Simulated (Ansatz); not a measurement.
# Pt: the cost of one run

Method: DFT PBE, scalar-relativistic, plane waves, PAW, in Ansatz 0.2.0.

**1. The structure to begin with**

It takes space group Fm-3m (No. 225, cubic). The conventional cell has a = 3.924 Å, b = 3.924 Å, c = 3.924 Å, α = 90.00°, β = 90.00°, γ = 90.00°. Around Pt (site symmetry m-3m) lie 12 Pt at 2.77 Å.

Coordinates:

```xyz
3
Lattice="2.7747 0.0000 0.0000 -1.3873 2.4029 0.0000 0.0000 0.0000 6.7966" Properties=species:S:1:pos:R:3 pbc="T T T"
Pt    0.0000    0.0000    0.0000
Pt    0.0000    1.6020    2.2655
Pt    1.3873    0.8010    4.5310
```

**2. Relaxing cell and atoms: Pt, no spin**

Contents of input.yaml:

```yaml
crystal:
  lattice:
    - [2.7746870094, 0.0, 0.0]
    - [-1.3873435047, 2.4029494377, 0.0]
    - [0.0, 0.0, 6.7965673689]
  atoms:
    - { symbol: Pt, position: [0.0, 0.0, 0.0] }
    - { symbol: Pt, position: [0.3333333333, 0.6666666667, 0.3333333333] }
    - { symbol: Pt, position: [0.6666666667, 0.3333333333, 0.6666666667] }
scf:
  occupations: { method: methfessel_paxton, width: 0.1 }
output:
  forces: true
  stress: true
  eigenvalues: true
  write_density: true
  write_potential: true
  elf: true
  volumetric_format: npy
hamiltonian:
  xc: pbe
kpoints:
  mp_grid: { grid: [18, 18, 8] }
relax:
  f_tol: 0.01
  adjacent_minimum: "off"
  cell: { stress_tol: 0.03 }
```

The run is started by

```bash
$ ansatz run input.yaml --threads 4 --pin off --max-ram 10240MiB --backend cpu --events-out ev --progress --plain --runs-dir out
```

What time and memory should one allow on 4 threads of Arm Neoverse V2, shared host?

About 32 s, with a peak of 0.57 GiB.
